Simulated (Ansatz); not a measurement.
# HSE06/def2-SVP run of B2NH2OF (SMILES OB1NB1F)

What is the vertical ionisation energy of B2NH2OF at HSE06/def2-SVP? 

The calculation is run with Ansatz 0.2.0.

127 further runs of the same task are left out: 127 set aside as unsound or not needed.

## Step 1: The molecule

The species is B2NH2OF (7 atoms), meant as a singlet with charge 0. As SMILES, `OB1NB1F`. The shape is that of a PBE0-D4/def2-TZVP optimisation. This is one conformer, not always the lowest.

Bond lengths: O1–B2 1.347 Å, B2–N3 1.423 Å, B2–B4 1.598 Å, N3–B4 1.403 Å, B4–F5 1.317 Å, O1–H6 0.959 Å, N3–H7 1.012 Å. Angles: O1–B2–N3 134.0°, O1–B2–B4 171.0°, N3–B2–B4 55.0°, B2–N3–B4 68.8°, B2–B4–N3 56.2°, B2–B4–F5 168.4°, N3–B4–F5 135.4°, B2–O1–H6 112.9°, B2–N3–H7 144.6°, B4–N3–H7 146.6°.

## Step 2: The energy at HSE06/def2-SVP

The input, job.yaml:

```yaml
crystal:
  periodic: [false, false, false]
  atoms:
    - {symbol: O, position_ang: [-1.276700, 0.176400, 1.308100]}
    - {symbol: B, position_ang: [-0.379000, 0.150200, 0.304200]}
    - {symbol: N, position_ang: [0.632200, -0.768200, -0.094800]}
    - {symbol: B, position_ang: [0.587000, 0.339700, -0.954100]}
    - {symbol: F, position_ang: [1.250000, 0.724100, -2.025300]}
    - {symbol: H, position_ang: [-1.829400, 0.960200, 1.293400]}
    - {symbol: H, position_ang: [1.077200, -1.650400, 0.122900]}
basis:
  gaussian:
    orbitals: def2-SVP
hamiltonian:
  xc: {name: HSE06}
accuracy: high
output: {orbitals: {seedname: orbitals}}
```

The run is started by

```console
$ ansatz run job.yaml --threads 1 --pin off --max-ram 3480MiB --events-out events.jsonl --progress --plain --runs-dir runs
```

Output:

```text
Warning: RAYON_NUM_THREADS=1 ignored (pool sized by the plan → 1); use --threads N
Functional definition: HSE06
  name "HSE06"
  parameter a = 0.25
  parameter omega = 0.11/bohr
  exchange = pbe_x - a*pbe_x_sr(omega) + a*exact_x_sr(omega)
  correlation = pbe_c
1780 factors; integrals over basis functions are off by at most 3.2e-9 eV
93 factors; integrals over basis functions are off by at most 5.2e-10 eV
mean field evaluation 1: about -7620.5087 eV, gradient 6.1e1 eV
mean field evaluation 2: about -7612.9769 eV, gradient 8.5e1 eV
mean field evaluation 4: about -7627.5060 eV, gradient 3.2e0 eV
mean field evaluation 8: about -7627.7251 eV, gradient 8.5e-1 eV
mean field evaluation 16: about -7627.7269 eV, gradient 1.0e-4 eV
mean field -7627.72685198 eV, -280.3137915513 hartree, gradient 3.7e-8 eV, S^2 0.000000; 0 other end points of the search recorded, 0 dependent functions left out
reference -7627.72685503 eV, -280.3137916632 hartree; 18, 18 occupied and 62, 62 virtual orbitals, 1780 factors
Total energy: -7627.72685503 eV, -280.3137916632 hartree
```

It took 6.9 s on 1 thread of Arm Neoverse V2, shared host; peak memory 0.24 GiB.

## Step 3: The doublet cation, same level

The input, molecule.yaml:

```yaml
crystal:
  periodic: [false, false, false]
  atoms:
    - symbol: O
      position_ang: [-1.276700, 0.176400, 1.308100]
    - symbol: B
      position_ang: [-0.379000, 0.150200, 0.304200]
    - symbol: "N"
      position_ang: [0.632200, -0.768200, -0.094800]
    - symbol: B
      position_ang: [0.587000, 0.339700, -0.954100]
    - symbol: F
      position_ang: [1.250000, 0.724100, -2.025300]
    - symbol: H
      position_ang: [-1.829400, 0.960200, 1.293400]
    - symbol: H
      position_ang: [1.077200, -1.650400, 0.122900]
basis:
  gaussian:
    orbitals: def2-SVP
total_charge: 1
magnetization:
  spin_polarized: true
  initial_magnetization: 1
hamiltonian:
  xc: {name: HSE06}
accuracy: high
output: {orbitals: {seedname: orbitals}}
```

The run is started by

```console
$ ansatz run molecule.yaml --threads 1 --pin off --max-ram 3480MiB --events-out events.jsonl --progress --plain --runs-dir runs
```

Output, shortened:

```text
Warning: RAYON_NUM_THREADS=1 ignored (pool sized by the plan → 1); use --threads N
[... 6 set-up lines as earlier in the session ...]
1778 factors; integrals over basis functions are off by at most 3.4e-9 eV
93 factors; integrals over basis functions are off by at most 5.2e-10 eV
mean field evaluation 1: about -7604.4965 eV, gradient 6.2e1 eV
mean field evaluation 2: about -7572.2274 eV, gradient 1.1e2 eV
mean field evaluation 4: about -7617.6124 eV, gradient 7.2e0 eV
mean field evaluation 8: about -7618.0110 eV, gradient 8.8e-1 eV
mean field evaluation 16: about -7618.0149 eV, gradient 1.6e-3 eV
mean field evaluation 32: about -7618.0149 eV, gradient 2.3e-8 eV
mean field -7618.01491085 eV, -279.9568842976 hartree, gradient 2.3e-8 eV, S^2 0.752822; 0 other end points of the search recorded, 0 dependent functions left out
reference -7618.01491393 eV, -279.9568844111 hartree; 18, 17 occupied and 62, 63 virtual orbitals, 1778 factors
Total energy: -7618.01491393 eV, -279.9568844111 hartree
```

Wall time 12 s (1 thread of Arm Neoverse V2, shared host); peak memory 0.34 GiB.

## Step 4: Outcome

Level: HSE06/def2-SVP.

| quantity | value |
| --- | --- |
| singlet B2NH2OF: total energy | -280.31379 Eh |
| singlet B2NH2OF: HOMO energy | -6.73 eV |
| singlet B2NH2OF: LUMO energy | 0.13 eV |
| singlet B2NH2OF: HOMO–LUMO gap | 6.86 eV |
| doublet cation: total energy | -279.95688 Eh |
| doublet cation: HOMO energy (highest over α and β) | -15.68 eV |
| doublet cation: LUMO energy (lowest over α and β) | -12.58 eV |
| doublet cation: ⟨S²⟩ | 0.753 |
| vertical ionisation energy (to the doublet cation) | 9.712 eV |

What this shows: The vertical ionisation energy comes to 9.71 eV (224 kcal/mol). −ε(HOMO) before ionisation, 6.73 eV, is 2.98 eV below this ionisation energy.
